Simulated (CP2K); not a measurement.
An input for CP2K 2026.2 (CuF3):

Contents of cuf3_scf.inp:

```
&GLOBAL
  PROJECT cuf3_scf
  RUN_TYPE ENERGY_FORCE
  PRINT_LEVEL LOW
&END GLOBAL
&FORCE_EVAL
  METHOD QS
  STRESS_TENSOR ANALYTICAL
  &DFT
    BASIS_SET_FILE_NAME BASIS_MOLOPT
    POTENTIAL_FILE_NAME GTH_POTENTIALS
    UKS T
    MULTIPLICITY 1
    PLUS_U_METHOD LOWDIN
    &MGRID
      CUTOFF 800
      REL_CUTOFF 60
      NGRIDS 5
    &END MGRID
    &QS
      METHOD GPW
      EPS_DEFAULT 1.0E-9
    &END QS
    &SCF
      SCF_GUESS ATOMIC
      EPS_SCF 2.0E-5
      MAX_SCF 25
      &OT ON
        MINIMIZER CG
        PRECONDITIONER FULL_ALL
        ENERGY_GAP 0.002
      &END OT
      &OUTER_SCF ON
        EPS_SCF 2.0E-5
        MAX_SCF 5
      &END OUTER_SCF
    &END SCF
    &XC
      &XC_FUNCTIONAL PBE
      &END XC_FUNCTIONAL
    &END XC
    &PRINT
      &MULLIKEN ON
      &END MULLIKEN
      &MO_CUBES ON
        NHOMO 1
        NLUMO 4
        WRITE_CUBE F
      &END MO_CUBES
      &E_DENSITY_CUBE ON
        STRIDE 2
      &END E_DENSITY_CUBE
      &V_HARTREE_CUBE ON
        STRIDE 2
      &END V_HARTREE_CUBE
      &ELF_CUBE ON
        STRIDE 2
      &END ELF_CUBE
    &END PRINT
  &END DFT
  &SUBSYS
    &CELL
      A 7.5295378600 0.0000000000 0.0000000000
      B 0.0000000000 3.7647689300 0.0000000000
      C 0.0000000000 0.0000000000 3.7647689300
      PERIODIC XYZ
      MULTIPLE_UNIT_CELL 1 1 1
    &END CELL
    &COORD
      Cu1 0.0000000000 0.0000000000 0.0000000000
      Cu2 3.7647689300 0.0000000000 0.0000000000
      F   1.8823844650 0.0000000000 0.0000000000
      F   5.6471533950 0.0000000000 0.0000000000
      F   0.0000000000 0.0000000000 1.8823844650
      F   3.7647689300 0.0000000000 1.8823844650
      F   0.0000000000 1.8823844650 0.0000000000
      F   3.7647689300 1.8823844650 0.0000000000
    &END COORD
    &TOPOLOGY
      MULTIPLE_UNIT_CELL 1 1 1
    &END TOPOLOGY
    &KIND Cu1
      ELEMENT Cu
      BASIS_SET DZVP-MOLOPT-SR-GTH-q11
      POTENTIAL GTH-PBE-q11
      MAGNETIZATION 2.0
      &DFT_PLUS_U
        L 2
        U_MINUS_J [eV] 6.0
        &ENFORCE_OCCUPATION ON
          NELEC 5 3
          ORBITALS 2 -1 -2 1 0
          MAX_SCF 8
          EPS_SCF 1.0E-12
          SMEAR F
        &END ENFORCE_OCCUPATION
      &END DFT_PLUS_U
    &END KIND
    &KIND Cu2
      ELEMENT Cu
      BASIS_SET DZVP-MOLOPT-SR-GTH-q11
      POTENTIAL GTH-PBE-q11
      MAGNETIZATION -2.0
      &DFT_PLUS_U
        L 2
        U_MINUS_J [eV] 6.0
        &ENFORCE_OCCUPATION ON
          NELEC 3 5
          ORBITALS 2 -1 -2 1 0
          MAX_SCF 8
          EPS_SCF 1.0E-12
          SMEAR F
        &END ENFORCE_OCCUPATION
      &END DFT_PLUS_U
    &END KIND
    &KIND F
      BASIS_SET DZVP-MOLOPT-SR-GTH-q7
      POTENTIAL GTH-PBE-q7
    &END KIND
    &PRINT
      &ATOMIC_COORDINATES ON
      &END ATOMIC_COORDINATES
      &CELL ON
      &END CELL
      &SYMMETRY ON
      &END SYMMETRY
    &END PRINT
  &END SUBSYS
  &PRINT
    &FORCES ON
    &END FORCES
    &STRESS_TENSOR ON
    &END STRESS_TENSOR
  &END PRINT
&END FORCE_EVAL
```

Potentials or basis: GTH_POTENTIALS Cu GTH-PBE-q11, F GTH-PBE-q7; DZVP-MOLOPT-SR-GTH basis.

Launch:

```console
$ OMP_NUM_THREADS=4 cp2k.psmp -i cuf3_scf.inp -o cuf3_scf.out
```

Question: How does this run end?

Answer: The run stopped without a result. It printed:

cuf3_scf.out:

```text

 CP2K| version string:                                       CP2K version 2026.2
 CP2K| Input file name                                              cuf3_scf.inp

 GLOBAL| Force Environment number                                              1
 GLOBAL| Basis set file name                                        BASIS_MOLOPT
 GLOBAL| Potential file name                                      GTH_POTENTIALS
 GLOBAL| MM Potential file name                                     MM_POTENTIAL
 GLOBAL| Coordinate file name                                      __STD_INPUT__
 GLOBAL| Method name                                                        CP2K
[... 36 lines left out ...]
 *******************************************************************************
 *   ___                                                                       *
 *  /   \                                                                      *
 * [ABORT]                                                                     *
 *  \___/        Magnetization value cannot be imposed for this atom type      *
 *    |                                                                        *
 *  O/|                                                                        *
 * /| |                                                                        *
 * / \                                                    qs_kind_types.F:3524 *
 *******************************************************************************

 ===== Routine Calling Stack =====

            1 CP2K
```
